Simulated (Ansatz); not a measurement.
# RuCl2 (CdI2 type): how the settings move a single-point run

Aim: see which settings change the result for RuCl2 (CdI2 type), by how much, and at what cost.

Method: reference: DFT PBE, scalar-relativistic, plane waves, PAW, in Ansatz 0.2.0.

1 further run of the same task is left out (it didn't finish). Runs told in other sessions of the task aren't counted.

### Step 1. The starting structure

It takes space group P-3m1 (No. 164, trigonal). Conventional cell: a = 3.599 Å, b = 3.599 Å, c = 6.342 Å, α = 90.00°, β = 90.00°, γ = 120.00°. Ru (site symmetry -3m) has 6 Cl at 2.41 Å in its first shell of neighbours. Cl (site symmetry 3m) is surrounded by 3 Ru at 2.41 Å.

Structure file:

```cif
data_structure
_symmetry_space_group_name_H-M 'P 1'
_symmetry_Int_Tables_number 1
_cell_length_a 3.5991
_cell_length_b 3.5991
_cell_length_c 6.3423
_cell_angle_alpha 90.000
_cell_angle_beta 90.000
_cell_angle_gamma 120.000
_cell_volume 71.15
loop_
_atom_site_label
_atom_site_type_symbol
_atom_site_fract_x
_atom_site_fract_y
_atom_site_fract_z
_atom_site_occupancy
Ru1 Ru 0.00000 0.00000 0.00000 1
Cl1 Cl 0.33333 0.66667 0.19273 1
Cl2 Cl 0.66667 0.33333 0.80727 1
```

### Step 2. Baseline

input.yaml

```yaml
crystal:
  lattice:
    - [3.5991493021, 0.0, 0.0]
    - [-1.799574651, 3.1169547276, 0.0]
    - [0.0, 0.0, 6.342269991]
  atoms:
    - { symbol: Ru, position: [0.0, 0.0, 0.0] }
    - { symbol: Cl, position: [0.3333333333, 0.6666666667, 0.1927259863] }
    - { symbol: Cl, position: [0.6666666667, 0.3333333333, 0.8072740137] }
basis:
  ecutwfc: 420
  ecutrho_ratio: 4
kpoints:
  mp_grid: { grid: [12, 12, 6] }
  band_path:
    path:
      - [[0.0, 0.0, 0.0], [0.5, 0.0, 0.0], [0.33333333, 0.33333333, 0.0], [0.0, 0.0, 0.0], [0.0, 0.0, 0.5], [0.5, 0.0, 0.5], [0.33333333, 0.33333333, 0.5], [0.0, 0.0, 0.5]]
      - [[0.5, 0.0, 0.5], [0.5, 0.0, 0.0]]
      - [[0.33333333, 0.33333333, 0.5], [0.33333333, 0.33333333, 0.0]]
    npoints: 14
hamiltonian:
  xc: pbe
scf:
  occupations: { method: gaussian, width: 0.05 }
  n_extra_bands: 12
output:
  forces: true
  stress: true
  eigenvalues: true
  populations: true
  dos: { projected: true, de: 0.02, nscf_kmesh: { grid: [18, 18, 9] } }
  bader: true
  write_density: true
  write_potential: true
  elf: true
  volumetric_format: npy
```

Command:

```sh
ansatz run input.yaml --threads 2 --pin off --max-ram 2662MiB --backend cpu --events-out ev --progress --plain --runs-dir out
```

Excerpt of the output:

```text
[...]
Basis set: ecut = 420 eV, 1353 PW (Γ), exchange–correlation on 50×50×90 points (8 copies of the dense FFT grid, shifted against one another)
[...]
k-points: 100 of 864
[...]
SCF iter   1: F=—  HF=-8038.525820 eV  |F-HF|=—  |Δ(HF+E_count)|=         —  Δρ=2.54e-3  dr2=2.64e-3  ethr=1.77e-3  ⟨swp⟩=6.1  Hψ=13452  notcnv=0  defer=152
preconditioner: auto → Resta (q_TF=auto, 2.363 Å⁻¹)  ε∞=3.1  [insulator: Δε(μ)=1.061 eV  Ē_g=14.175 eV  σ=0.050 eV  W_gap=1.00  n_scr=22 (ndim 8)  ℏωp=20.6 eV  f_vac=0.238  D(μ)=0.00/eV (n_scr^D=0)  ε∞_Penn≈3.1]
SCF iter   2: F=—  HF=-8038.526699 eV  |F-HF|=—  |Δ(HF+E_count)|=   8.80e-4  Δρ=1.11e-3  dr2=5.74e-4  ethr=8.80e-6  ⟨swp⟩=2.1  Hψ=5124  notcnv=0  defer=311
[...]
SCF iter   5: F=—  HF=-8038.527222 eV  |F-HF|=—  |Δ(HF+E_count)|=   2.26e-5  Δρ=4.81e-5  dr2=1.71e-6  ethr=3.46e-8  ⟨swp⟩=2.0  Hψ=3185  notcnv=0  defer=311
SCF iter   6: F=-8038.527223 eV  HF=-8038.527223 eV  |F-HF|=1.94e-7  |Δ(HF+E_count)|=   9.78e-7  Δρ=1.09e-5  dr2=9.40e-8  ethr=3.33e-10  ⟨swp⟩=12.4  Hψ=18903  notcnv=0
[...]
SCF converged after 6 iterations
Free energy (F): -8038.527223 eV
[...]
E sigma→0 (E₀):  -8038.527223 eV
Fermi energy:    7.236291 eV
[...]
  P = ⅓ Tr σ = -0.0010 GPa (-0.010 kbar)
[...]
```

It took 25 s on 2 threads of Arm Neoverse V2, shared host; peak memory 0.54 GiB.

### Step 3. Variant: hubbard.sites [{species: Ru, l: d, u_eff: 6.0}], hubbard.double_counting amf, chi_scale 0.0

input.yaml

```yaml
crystal:
  lattice:
    - [3.599149302082, -2.886750018116e-11, 0.0]
    - [-1.799574651016, 3.11695472763, 0.0]
    - [0.0, 0.0, 6.342269991]
  atoms:
    - { symbol: Ru, position: [0.0, 0.0, 0.0] }
    - { symbol: Cl, position: [0.3333333333333, 0.6666666666667, 0.1927259863] }
    - { symbol: Cl, position: [0.6666666666667, 0.3333333333333, 0.8072740137] }
basis:
  ecutwfc: 420
  ecutrho_ratio: 4
kpoints:
  mp_grid: { grid: [12, 12, 6] }
hamiltonian:
  xc: pbe
  hubbard: { sites: [{ species: Ru, l: d, u_eff: 6.0 }], double_counting: amf }
scf:
  occupations: { method: gaussian, width: 0.05 }
  initial_density: { chi_scale: 0.0 }
output:
  forces: true
  stress: true
```

Command:

```sh
ansatz run input.yaml --threads 2 --pin off --max-ram 2662MiB --backend cpu --events-out ev --progress --plain --runs-dir out
```

Output:

```text
Warning: RAYON_NUM_THREADS=2 ignored (pool sized by the plan → 2); use --threads N
Ru: projections on atomic orbitals take those of the free atom [Ar 3d10] 4s2 4p6 4d7 5s1, of charge +0.00 (hamiltonian.pseudopotentials.projection_atoms); the dataset's partial waves leave at most 8.1e-6 of an orbital's norm unspanned inside its sphere
Cl: projections on atomic orbitals take those of the free atom [Ne] 3s2 3p5, of charge +0.00 (hamiltonian.pseudopotentials.projection_atoms); the dataset's partial waves leave at most 2.1e-7 of an orbital's norm unspanned inside its sphere
Engine: ansatz 0.2.0, aarch64-unknown-linux-gnu
Pseudopotentials: kind: paw
Pseudopotential: Ru, paw, valence charge 16, recommended cutoff 420 eV (normal), Ru.paw.azcp
Pseudopotential: Cl, paw, valence charge 7, recommended cutoff 420 eV (normal), Cl.paw.azcp
Functional definition: PBE
  parameter kappa = 0.804
  parameter beta = 0.06672455060314922
  exchange = pbe_x(kappa = kappa, mu = beta*pi^2/3)
  correlation = pbe_c(beta = beta)
Crystal: 3 atoms, lattice volume = 71.150 Å³
Basis set: ecut = 420 eV, 1353 PW (Γ), exchange–correlation on 50×50×90 points (8 copies of the dense FFT grid, shifted against one another)
Bands: 19, of which v1, the nominal top of the filled ones, is band 15 counted from 1 (14 counted from 0)
Symmetry: 12 space group operations
Space group: P-3m1 (ITA 164), of the structure as read, at distance tolerance 4.1e-5 Å
k-points: 100 of 864
Non-local potential: Ru, projectors of the file, l = 0: 3, l = 1: 2, l = 2: 2, l = 3: 1
Non-local potential: Cl, projectors of the file, l = 0: 2, l = 1: 2, l = 2: 2
PAW form: soft (Blöchl's): semilocal exchange-correlation on the pseudo side does not see the compensation charge
PAW one-centre angular grid: Ru, 590 points (default); XC on 64 Gauss nodes
PAW one-centre angular grid: Cl, 110 points (default); XC on 64 Gauss nodes
Initial density: superposition of atomic densities (chi_scale 0, normalization cell)
Initial wavefunctions: pseudopotential atomic-orbital guess
Functional: x = pbe(κ = 0.804, μ = 0.2195149727645171), c = pbe(β = 0.06672455060314922)
SCF iter   1: F=—  HF=-8038.765009 eV  |F-HF|=—  |Δ(HF+E_count)|=         —  Δρ=7.88e-2  dr2=1.39e0  ethr=3.10e-3  ⟨swp⟩=6.1  Hψ=9227  notcnv=0
preconditioner: auto → Resta (q_TF=auto, 2.363 Å⁻¹)  ε∞=5.2  [insulator: Δε(μ)=1.112 eV  Ē_g=10.066 eV  σ=0.050 eV  W_gap=1.00  n_scr=22 (ndim 8)  ℏωp=20.6 eV  f_vac=0.207  D(μ)=0.00/eV (n_scr^D=0)  ε∞_Penn≈5.2]
SCF iter   2: F=—  HF=-8040.811822 eV  |F-HF|=—  |Δ(HF+E_count)|=    2.05e0  Δρ=4.98e-2  dr2=3.99e-1  ethr=3.10e-3  ⟨swp⟩=2.1  Hψ=3427  notcnv=0
SCF iter   3: F=—  HF=-8041.942038 eV  |F-HF|=—  |Δ(HF+E_count)|=    1.13e0  Δρ=1.07e-2  dr2=1.43e-1  ethr=1.33e-3  ⟨swp⟩=2.5  Hψ=3607  notcnv=0
SCF iter   4: F=—  HF=-8041.906588 eV  |F-HF|=—  |Δ(HF+E_count)|=   3.54e-2  Δρ=2.58e-3  dr2=3.00e-3  ethr=4.78e-4  ⟨swp⟩=2.3  Hψ=3761  notcnv=0
SCF iter   5: F=—  HF=-8041.911590 eV  |F-HF|=—  |Δ(HF+E_count)|=   5.00e-3  Δρ=1.08e-3  dr2=4.94e-4  ethr=9.99e-6  ⟨swp⟩=2.0  Hψ=3690  notcnv=0
SCF iter   6: F=—  HF=-8041.911871 eV  |F-HF|=—  |Δ(HF+E_count)|=   2.81e-4  Δρ=1.53e-4  dr2=1.97e-5  ethr=1.65e-6  ⟨swp⟩=2.1  Hψ=3126  notcnv=0
SCF iter   7: F=—  HF=-8041.911909 eV  |F-HF|=—  |Δ(HF+E_count)|=   3.81e-5  Δρ=2.42e-5  dr2=7.44e-7  ethr=6.58e-8  ⟨swp⟩=2.0  Hψ=2830  notcnv=0
SCF iter   8: F=-8041.911910 eV  HF=-8041.911910 eV  |F-HF|=1.10e-9  |Δ(HF+E_count)|=   1.40e-6  Δρ=4.53e-6  dr2=2.69e-8  ethr=3.33e-10  ⟨swp⟩=5.0  Hψ=7713  notcnv=0
SCF 1 converged in 8 iterations: F = -8041.911910 eV  dr2 = 2.69e-8
SCF converged after 8 iterations
Free energy (F): -8041.911910 eV
Harris-Foulkes:  -8041.911910 eV  (|F-HF|=1.10e-9)
Internal energy: -8041.911910 eV  (E = F + TS)
E sigma→0 (E₀):  -8041.911910 eV
Fermi energy:    7.047385 eV
--- Per-component energies (eV) ---
  E_band       = -345.505376
  E_kinetic    = 838.628058
  E_local      = -3861.272131  (includes V_loc(G=0)·N_el)
  E_nonlocal   = 404.769500
  E_hartree    = 1489.811142
  E_xc         = -403.619273
  E_vxc        = -481.662079  (∫ρ·V_xc dr)
  E_hubbard    = -4.011666  (on-site DFT+U / exact-exchange correction)
  E_vhub       = -8.023287  (the Hubbard potential's part of the band-sum identity)
  E_paw        = -4781.146629  (= ΣΔE_a)
  E_vpaw       = -217.559110  (= ΣTr[D̂ρ^β])
  E_aug_tail   = 0.000015  (compensation charges beyond the density's cutoff)
  E_ewald      = -1725.070925
  E_smearing   = -0.000000  (= −TS)
  E_closure    = -0.000000  (closes the sum)
  Σ components = -8041.911910   (vs F -8041.911910, Δ=0.00e0)
DFT+U double counting: amf (around mean field; hamiltonian.hubbard.double_counting)
--- Forces (eV/Å), atoms counted from 1 ---
  atom   1  Ru    -0.00000000    -0.00000000     0.00000000
  atom   2  Cl    -0.00000000    -0.00000000     1.17215755
  atom   3  Cl     0.00000000     0.00000000    -1.17215755
  max |Σ_I F_I| component: 2.22e-16 eV/Å
--- Stress (GPa, compression-positive) ---
        7.232988      -0.000000      -0.000000
       -0.000000       7.232988       0.000000
       -0.000000      -0.000000       6.504067
  P = ⅓ Tr σ = 6.9900 GPa (69.900 kbar)
Occupation matrices written to <dir>
```

Wall time 4.3 s (2 threads of Arm Neoverse V2, shared host); peak memory 0.47 GiB.

Changing the Hubbard U, double counting of the Hubbard term and start moves the energy by -1.13 eV/atom, and the pressure goes from 0.0 to 7.0 GPa, the gap on the mesh goes from 1.07 to 4.12 eV and the largest force goes from 0.00 to 1.17 eV/Å. The U term adds an energy of its own, so the shift says nothing about which run is better.

### Step 4. Changing settings: xc rpbe, pseudopotentials.kind paw, pseudopotentials.source jth, occupations.method tetrahedron, width left out

input.yaml

```yaml
crystal:
  lattice:
    - [3.599149302082, -2.886750018116e-11, 0.0]
    - [-1.799574651016, 3.11695472763, 0.0]
    - [0.0, 0.0, 6.342269991]
  atoms:
    - { symbol: Ru, position: [0.0, 0.0, 0.0] }
    - { symbol: Cl, position: [0.3333333333333, 0.6666666666667, 0.1927259863] }
    - { symbol: Cl, position: [0.6666666666667, 0.3333333333333, 0.8072740137] }
basis:
  ecutwfc: 420
  ecutrho_ratio: 4
kpoints:
  mp_grid: { grid: [12, 12, 6] }
hamiltonian:
  xc: rpbe
  pseudopotentials: { kind: paw, source: jth }
scf:
  occupations: { method: tetrahedron }
output:
  forces: true
  stress: true
```

Command:

```sh
ansatz run input.yaml --threads 2 --pin off --max-ram 2662MiB --backend cpu --events-out ev --progress --plain --runs-dir out
```

Output, shortened:

```text
Warning: output.forces, output.stress, relax.cell or npt_langevin: where a Kohn–Sham band that disperses or a degenerate level is filled in part under the method tetrahedron, the forces or the stress that this run publishes need not agree with its energy (scf.occupations.method in the [...]
Warning: basis.ecutwfc = 420 eV is below the records' recommended 1800 eV, and the density's cutoff is lower with it unless basis.ecutrho_ratio is high enough to keep the records' density cutoff: compare with a run at a higher cutoff
Warning: basis.ecutrho_ratio = 4 (ecutrho = 1680 eV) is below the records' recommended 7200 eV
Warning: <dir> the checks of this Ru dataset prove no rule for summing its radial tables, as where they were carried onto another mesh than they were made on, and Gregory's rule is taken, under which a leading mesh point left out moves its sums only by what lay on the interval it spanned. [...]
Warning: <dir> the checks of this Cl dataset prove no rule for summing its radial tables, as where they were carried onto another mesh than they were made on, and Gregory's rule is taken, under which a leading mesh point left out moves its sums only by what lay on the interval it spanned. [...]
Warning: RAYON_NUM_THREADS=2 ignored (pool sized by the plan → 2); use --threads N
[...]
[... 1 set-up line as earlier in the session ...]
Pseudopotential: Ru, paw, valence charge 16, recommended cutoff 1800 eV (normal), Ru.paw.azcp
[...]
Bands: 19, of which v1, the nominal top of the filled ones, is band 15 counted from 1 (14 counted from 0)
[... 2 set-up lines as earlier in the session ...]
k-points: 100 of 864
[...]
SCF iter   1: F=—  HF=-8050.851172 eV  |F-HF|=—  |Δ(HF+E_count)|=         —  Δρ=1.21e-1  dr2=1.80e1  ethr=3.10e-3  ⟨swp⟩=16.4  Hψ=18970  notcnv=0
[...]
SCF iter  10: F=-8047.392713 eV  HF=-8047.392713 eV  |F-HF|=1.14e-8  |Δ(HF+E_count)|=  3.73e-10  Δρ=6.29e-6  dr2=2.84e-8  ethr=3.33e-10  ⟨swp⟩=5.7  Hψ=11334  notcnv=0
[...]
SCF converged after 10 iterations
Stability not checked: this state was not tested for a lower state beside it, because cold or Methfessel-Paxton smearing, or corrected tetrahedra, fill the levels in a way that the test cannot read (fill_not_monotonic; see scf.lower_state_search)
Free energy (F): -8047.392713 eV
[...]
E sigma→0 (E₀):  -8047.392713 eV
Fermi energy:    6.938338 eV
[...]
--- Forces (eV/Å), atoms counted from 1 ---
  atom   1  Ru    -0.00000000     0.00000000    -0.00000000
  atom   2  Cl    -0.00000000     0.00000000     0.25159861
  atom   3  Cl     0.00000000    -0.00000000    -0.25159861
[...]
--- Stress (GPa, compression-positive) ---
        2.422817      -0.000000      -0.000000
       -0.000000       2.422817       0.000000
       -0.000000       0.000000       1.779800
  P = ⅓ Tr σ = 2.2085 GPa (22.085 kbar)
--- Band table (eV; the first three rows and the last of 100) ---
  k-point 0: bands = ["-65.1023", "-35.1928", "-35.1928", "-35.0755", "-10.4361", "-9.3285", "0.4435", "0.9421", "0.9421", "3.4407", "3.4407", "3.5190", "5.6864", "5.6864", "6.7899", "8.7669", "8.7669", "10.7547", "12.1388"]
[...]
```

Wall time 4.6 s (2 threads of Arm Neoverse V2, shared host); peak memory 0.36 GiB.

Total energies don't compare across a change of functional and potentials; the pressure goes from 0.0 to 2.2 GPa, the gap on the mesh goes from 1.07 to 1.13 eV and the largest force goes from 0.00 to 0.25 eV/Å. The smearing changed too. The cutoff is far under what these potentials recommend, so these values carry a basis error that can be large.

### Step 5. Changing settings: starting moments, spin_polarized true

input.yaml

```yaml
crystal:
  lattice:
    - [3.599149302082, -2.886750018116e-11, 0.0]
    - [-1.799574651016, 3.11695472763, 0.0]
    - [0.0, 0.0, 6.342269991]
  atoms:
    - { symbol: Ru, position: [0.0, 0.0, 0.0], spin: -4.0 }
    - { symbol: Cl, position: [0.3333333333333, 0.6666666666667, 0.1927259863], spin: 4.0 }
    - { symbol: Cl, position: [0.6666666666667, 0.3333333333333, 0.8072740137], spin: 4.0 }
basis:
  ecutwfc: 420
  ecutrho_ratio: 4
kpoints:
  mp_grid: { grid: [12, 12, 6] }
hamiltonian:
  xc: pbe
scf:
  occupations: { method: gaussian, width: 0.05 }
output:
  forces: true
  stress: true
magnetization:
  spin_polarized: true
```

Command:

```sh
ansatz run input.yaml --threads 2 --pin off --max-ram 2662MiB --backend cpu --events-out ev --progress --plain --runs-dir out
```

Output, shortened:

```text
Warning: where an SCF of this run starts from atoms to list the orders of its open shells, Cl (sites 1, 2, from 0) starts with 1.00 μB on its 3p shell, in the place of the 4.00 μB that the deck gives it: its open shells can hold no more by Hund's first rule. To start from spheres of the [...]
Warning: RAYON_NUM_THREADS=2 ignored (pool sized by the plan → 2); use --threads N
[...]
[... 4 set-up lines as earlier in the session ...]
[...]
Crystal: 3 atoms, lattice volume = 71.150 Å³
Basis set: ecut = 420 eV, 1353 PW (Γ), exchange–correlation on 50×50×90 points (8 copies of the dense FFT grid, shifted against one another)
Bands: 26, of which v1, the nominal top of the filled ones, is band 15 counted from 1 (14 counted from 0)
[... 2 set-up lines as earlier in the session ...]
Magnetic group: BNS 164.85 (UNI 1315), of the structure as read, at distance tolerance 4.1e-5 Å
k-points: 100 of 864
[...]
WARN: the starting moments were not kept: the SCF closed with an absolute magnetisation of 1.0e-6 μB, where they sum to 12 μB in size (3 sites). That is at most 0.1 of that sum. Measured as dr2_m measures the in/out step, that magnetisation stands 2.5e-13 eV from none, at or under the [...]
SCF converged after 10 iterations
Magnetization: 0.0000 μB (15.0000 up, 15.0000 down)
Absolute magnetization: 0.0000 μB (∫|ρ↑−ρ↓|, with the PAW one-centre terms)
Spin contamination: 0.0000 ħ² per cell (⟨S²⟩ above its minimum at these occupations)
Per-site moments (μB) at R_I (Å): [(-1.7949222270191028e-7, 0.9944608769152989), (3.979494207934522e-9, 0.9944608769152989), (3.979494197275076e-9, 0.9944608769152989)]
Free energy (F): -8038.527223 eV
[...]
E sigma→0 (E₀):  -8038.527223 eV
Fermi energy:    7.236179 eV
[...]
--- Forces (eV/Å), atoms counted from 1 ---
  atom   1  Ru     0.00000000    -0.00000000     0.00000000
  atom   2  Cl    -0.00000000     0.00000000     0.00035169
  atom   3  Cl    -0.00000000    -0.00000000    -0.00035169
[...]
--- Stress (GPa, compression-positive) ---
       -0.002638      -0.000000      -0.000000
       -0.000000      -0.002638       0.000000
       -0.000000       0.000000       0.002842
  P = ⅓ Tr σ = -0.0008 GPa (-0.008 kbar)
--- Band table (eV; the first three rows and the last of 200) ---
[... band rows left out ...]
[...]
```

Run time: 27 s. Hardware: 2 threads of Arm Neoverse V2, shared host; peak memory 0.64 GiB.

With the changed spin polarisation the energy stays within 0.5 meV/atom: no moment survives, so both runs end on the same non-magnetic state.

### Step 6. Variant: symmetry.detect false, scf.algorithm density_mixing

input.yaml

```yaml
crystal:
  lattice:
    - [3.599149302082, -2.886750018116e-11, 0.0]
    - [-1.799574651016, 3.11695472763, 0.0]
    - [0.0, 0.0, 6.342269991]
  atoms:
    - { symbol: Ru, position: [0.0, 0.0, 0.0] }
    - { symbol: Cl, position: [0.3333333333333, 0.6666666666667, 0.1927259863] }
    - { symbol: Cl, position: [0.6666666666667, 0.3333333333333, 0.8072740137] }
  symmetry: { detect: false }
basis:
  ecutwfc: 420
  ecutrho_ratio: 4
kpoints:
  mp_grid: { grid: [12, 12, 6] }
hamiltonian:
  xc: pbe
scf:
  occupations: { method: gaussian, width: 0.05 }
  algorithm: density_mixing
output:
  forces: true
  stress: true
```

Command:

```sh
ansatz run input.yaml --threads 2 --pin off --max-ram 2662MiB --backend cpu --events-out ev --progress --plain --runs-dir out
```

Output, shortened:

```text
Warning: RAYON_NUM_THREADS=2 ignored (pool sized by the plan → 2); use --threads N
[...]
[... 4 set-up lines as earlier in the session ...]
[...]
Crystal: 3 atoms, lattice volume = 71.150 Å³
Basis set: ecut = 420 eV, 1353 PW (Γ), exchange–correlation on 50×50×90 points (8 copies of the dense FFT grid, shifted against one another)
Bands: 19, of which v1, the nominal top of the filled ones, is band 15 counted from 1 (14 counted from 0)
Symmetry: 1 space group operations
k-points: 436 of 864 (time reversal used)
[...]
SCF iter   1: F=—  HF=-8038.525844 eV  |F-HF|=—  |Δ(HF+E_count)|=         —  Δρ=2.69e-3  dr2=3.15e-3  ethr=1.77e-3  ⟨swp⟩=6.2  Hψ=41206  notcnv=0
[...]
SCF iter   6: F=-8038.527223 eV  HF=-8038.527223 eV  |F-HF|=9.75e-8  |Δ(HF+E_count)|=   1.03e-6  Δρ=7.78e-6  dr2=4.93e-8  ethr=3.33e-10  ⟨swp⟩=5.0  Hψ=33550  notcnv=0
[...]
SCF converged after 6 iterations
Free energy (F): -8038.527223 eV
[...]
E sigma→0 (E₀):  -8038.527223 eV
Fermi energy:    7.236195 eV
[...]
--- Forces (eV/Å), atoms counted from 1 ---
  atom   1  Ru    -0.00000002    -0.00000008     0.00000024
  atom   2  Cl    -0.00000008    -0.00000014     0.00031349
  atom   3  Cl     0.00000005     0.00000013    -0.00031296
[...]
--- Stress (GPa, compression-positive) ---
       -0.002517      -0.000001      -0.000000
       -0.000001      -0.002516      -0.000001
       -0.000000      -0.000001       0.002704
  P = ⅓ Tr σ = -0.0008 GPa (-0.008 kbar)
```

It took 21 s on 2 threads of Arm Neoverse V2, shared host; peak memory 0.78 GiB.

Energy and cycle count are those of the reference, so the change (use of symmetry and solver) left the result and the number of cycles as they were.

### Step 7. All runs together

```tsv
run	ending	energy change	pressure (GPa)	gap (eV)	force (eV/Å)	cycles	time
reference	converged	0	0.0	1.07	0.00	6	25 s
1: hubbard.sites [{species: Ru, l: d, u_eff: 6.0}], hubbard.double_counting amf, chi_scale 0.0	converged	-1.13 eV/atom (Hubbard term changed: no physical gain or loss)	7.0	4.12	1.17	8	4.3 s
2: xc rpbe, pseudopotentials.kind paw, pseudopotentials.source jth, occupations.method tetrahedron, width left out	converged	not comparable	2.2	1.13	0.25	10	4.6 s
3: starting moments, spin_polarized true	converged	0.0 meV/atom	0.0	1.07	0.00	10	27 s
4: symmetry.detect false, scf.algorithm density_mixing	converged	0.0 meV/atom	0.0	1.07	0.00	6	21 s
```

Times don't compare one to one where runs were asked for different outputs or read a saved state (see the inputs); cycles may leave out searches for a lower state.

Residual by cycle in the longest SCF loop of each run; runs are numbered as in the table. The quantity is the density residual dr2, in eV.

```tsv
cycle	reference	run 1	run 2	run 3	run 4
1	0.00264	1.39	18	1.71	0.00315
2	5.7e-4	0.399	2.09	0.695	5.4e-4
3	1.1e-4	0.143	0.351	0.0262	1.1e-4
4	1.0e-5	0.003	0.0349	0.00713	7.0e-6
5	1.7e-6	4.9e-4	0.00299	3.4e-4	5.6e-7
6	9.4e-8	2.0e-5	1.6e-4	3.2e-5	4.9e-8
7	-	7.4e-7	5.4e-5	1.9e-6	-
8	-	2.7e-8	3.7e-6	3.2e-7	-
9	-	-	8.7e-7	3.7e-8	-
10	-	-	2.8e-8	1.7e-9	-
```

What this shows: Of the converged runs whose energies compare with the reference's, none moves it noticeably. Run 2 ran under the cutoff that the potentials recommend, as the log warns, so basis error is mixed into its values, and swamps them where the cutoff is far short. A changed U is a change of model: its shifts are not errors of convergence. Of the variants the dearest is «starting moments, spin_polarized true» (27 s), the cheapest «hubbard.sites [{species: Ru, l: d, u_eff: 6.0}], hubbard.double_counting amf, chi_scale 0.0» (4.3 s), on a shared host.
